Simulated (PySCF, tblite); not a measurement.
# C8H18S: geometry, infrared bands and NMR shifts

Aim: predict the infrared bands and NMR shifts of C8H18S (`CC[C@H](C)SC(C)(C)C`).

Programs: tblite 0.8.0 and PySCF 2.14.0, with density-fitted response routines of our own. Each step states its level of theory. These are calculated values for one molecule in the gas phase, unless marked as measured. Atoms count from 0, in the outputs and in this text.

**1. Starting geometry**

27 atoms, charge 0, multiplicity 1; geometry from: force field or distance geometry start.

Bonds of the start (Å): C0–C1 1.53, C1–C2 1.52, C2–C3 1.53, C2–S4 1.85, S4–C5 1.86, C5–C6 1.53, C5–C7 1.53, C5–C8 1.53, C0–H9 1.10, C0–H10 1.10, C0–H11 1.08, C1–H12 1.08, C1–H13 1.11, C2–H14 1.10, C3–H15 1.09, C3–H16 1.11, C3–H17 1.08, C6–H18 1.10, C6–H19 1.09, C6–H20 1.11, C7–H21 1.09, C7–H22 1.09, C7–H23 1.09, C8–H24 1.09, C8–H25 1.09, C8–H26 1.10.

**2. Geometry optimisation with GFN2-xTB**

The job: settings as JSON, then the geometry in Å.

```
{"job": {"kind": "relax", "xc": "GFN2-xTB", "basis": "xTB"}, "charge": 0, "multiplicity": 1}
C      2.365400    -1.613000    -0.615500
C      2.528900    -0.181700    -0.110500
C      1.230500     0.608700    -0.014000
C      1.513300     2.080400     0.317700
S      0.123800    -0.079800     1.294500
C     -1.520500    -0.176600     0.433200
C     -2.520700    -0.642900     1.496700
C     -1.950100     1.198000    -0.088700
C     -1.465400    -1.213700    -0.694400
H      1.771600    -2.226500     0.082800
H      1.851900    -1.617600    -1.589000
H      3.331000    -2.089900    -0.736200
H      3.212200     0.332200    -0.776500
H      3.041800    -0.210700     0.871200
H      0.728300     0.583500    -0.991600
H      0.594700     2.670700     0.391000
H      2.042700     2.172200     1.285400
H      2.147500     2.519000    -0.444600
H     -2.255900    -1.625600     1.913900
H     -3.521400    -0.736200     1.077700
H     -2.594500     0.068200     2.339500
H     -1.962400     1.953300     0.700700
H     -2.968600     1.148700    -0.483900
H     -1.323400     1.545400    -0.905900
H     -0.802600    -0.906800    -1.506800
H     -1.153700    -2.193800    -0.327800
H     -2.464300    -1.338900    -1.135300
```

On the command line:

```
$ OMP_NUM_THREADS=1 python probes_run.py task.json out
```

This one command runs all jobs of the session in turn.

**Question.** This job is followed by: GFN2-xTB harmonic vibrations, gas phase; GIAO PBE0/pcSseg-1 NMR shielding, non-relativistic, gas phase. What will the session give for the following? strongest single infrared mode (GFN2-xTB); zero-point energy (GFN2-xTB); ¹³C shifts against TMS (PBE0/pcSseg-1, means over atoms taken as alike); ¹H shifts against TMS (PBE0/pcSseg-1, means over atoms taken as alike); ³³S shifts against CS2 (PBE0/pcSseg-1).

As calculated:

| quantity | value |
| --- | --- |
| strongest single infrared mode (GFN2-xTB) | 3021 cm⁻¹, 99 km/mol |
| zero-point energy (GFN2-xTB) | 152.0 kcal/mol |
| ¹³C shifts against TMS (PBE0/pcSseg-1, means over atoms taken as alike) | 49.5, 47.7, 33.9, 32.7, 29.4, 15.5 ppm |
| ¹H shifts against TMS (PBE0/pcSseg-1, means over atoms taken as alike) | 2.20, 1.62, 1.41, 1.35, 1.25, 1.13 ppm |
| ³³S shifts against CS2 (PBE0/pcSseg-1) | 125 ppm |

What this shows: Relaxing lowered the energy by 0.102 eV in 57 steps; the close pair that moved most is C3–H16, from 1.107 to 1.088 Å. All 75 modes are real, so the xTB geometry is a minimum. Unscaled tight-binding wavenumbers are off by several per cent, some by more. Its intensities can rank the bands wrongly. At PBE0/pcSseg-1: Shielding is most anisotropic at S4 (span 284 ppm, paramagnetic term -682 ppm).
